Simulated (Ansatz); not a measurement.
**AlGaH (doublet): wave-function methods side by side at distance Al1–Ga2 = 3.202 Å, 6-31G**

Aim: climb from Hartree-Fock through coupled cluster and multireference methods for AlGaH (doublet) at one geometry and basis, and see what each rung misses.

Program: Ansatz 0.2.0, Gaussian basis. Level of theory: 6-31G, core rule «outside noble gas», up to 19 orbitals frozen. These are calculated values, not measurements.

To be run: UHF; CCSD(T) on ROHF; CCSD(T) on UHF; BCCD(T) on ROHF; CISD; CCSDT(Q) on ROHF; CCSDT(Q) on UHF; CASSCF and MRCISD+Q, 3 electrons in 3 orbitals; CASSCF and NEVPT2, 3 electrons in 3 orbitals; CASSCF and MRCISD+Q, 7 electrons in 9 orbitals; CASSCF and NEVPT2, 7 electrons in 9 orbitals; Full CI; Full CI in the symmetry of the determinant.

15 further runs of the same task are left out: 14 that didn't finish, 1 set aside as unsound or not needed.

### 1 The system

The geometry derives from a PBE0/def2-TZVP stationary point (not a proven minimum). One bond is set to the value named and the two fragments are kept rigid. No spin-orbit coupling is included. The filled d shell of Ga may be among the frozen orbitals whatever the setting's name suggests; the logs give the count.

3 atoms, charge 0, spin multiplicity 2.

Atoms are counted from 1 here; the program's logs count them from 0.

Bond lengths: Al1–H3 1.622 Å.

As a file:

```xyz
3

Al    0.0000    0.0000    0.5267
Ga    0.0000    0.0000   -2.6753
H     0.0000    0.0000    2.1485
```

### 2 UHF

The input, in.yaml:

```yaml
crystal:
  periodic: [false, false, false]
  atoms:
    - {symbol: Al, position_ang: [0.000000, 0.000000, 0.526733]}
    - {symbol: Ga, position_ang: [0.000000, 0.000000, -2.675267]}
    - {symbol: H, position_ang: [0.000000, 0.000000, 2.148533]}
basis:
  gaussian: {orbitals: 6-31G}
magnetization: {spin_polarized: true, initial_magnetization: 1}
hamiltonian: {xc: hf}
output: {orbitals: {seedname: orbitals}}
```

Launch:

```console
ansatz run in.yaml --threads 1 --pin off --events-out ev --progress --plain --max-ram 2393MiB
```

After this run come: CCSD(T) on ROHF; CCSD(T) on UHF; BCCD(T) on ROHF; CISD; CCSDT(Q) on ROHF; CCSDT(Q) on UHF; CASSCF and MRCISD+Q, 3 electrons in 3 orbitals; CASSCF and NEVPT2, 3 electrons in 3 orbitals; CASSCF and MRCISD+Q, 7 electrons in 9 orbitals; CASSCF and NEVPT2, 7 electrons in 9 orbitals; Full CI; Full CI in the symmetry of the determinant.

Before running them: what should the planned runs give, taken together? Wanted: FCI below the RHF energy; RMP2 from FCI; UMP2 from FCI; RCCSD from FCI; RCCSD(T) from FCI; UCCSD(T) from FCI; RCCSDT(Q) from FCI; UCCSDT(Q) from FCI; NEVPT2 pair from FCI.

The runs gave:

| quantity | value |
| --- | --- |
| FCI below the RHF energy | -2.3337 eV |
| RMP2 from FCI | +84.1 kJ/mol |
| UMP2 from FCI | +84.3 kJ/mol |
| RCCSD from FCI | +8.4 kJ/mol |
| RCCSD(T) from FCI | +3.4 kJ/mol |
| UCCSD(T) from FCI | +3.4 kJ/mol |
| RCCSDT(Q) from FCI | +0.1 kJ/mol |
| UCCSDT(Q) from FCI | +0.1 kJ/mol |
| NEVPT2 pair from FCI | +78.3 kJ/mol |
| MRCISD+Q pair from FCI | -4.0 kJ/mol |
| NEVPT2 valence from FCI | +16.5 kJ/mol |
| levels within 1 kcal/mol (43 meV) | RCCSD(T), UCCSD(T), BCCD(T), RCCSDT, UCCSDT, RCCSDT(Q), UCCSDT(Q), MRCISD+Q pair, MRCISD valence, MRCISD+Q valence |
| T1 diagnostic | 0.058 |
| effectively unpaired electrons | 1.13 |

In words: RCCSD(T) lands +3.4 kJ/mol from the yardstick (1.5 % of the correlation energy). MRCISD+Q pair falls below full CI: the +Q correction isn't variational, and the cores differ from full CI's. The occupations are near whole numbers, but T1 = 0.058 shows that the orbitals relax strongly. Of the multireference levels listed MRCISD+Q valence comes nearest in total energy (+0.4 kJ/mol), which doesn't show that its space is the better one. These misses are within one basis, not against nature; the frozen cores of restricted and unrestricted runs differ, which can shift their rows.
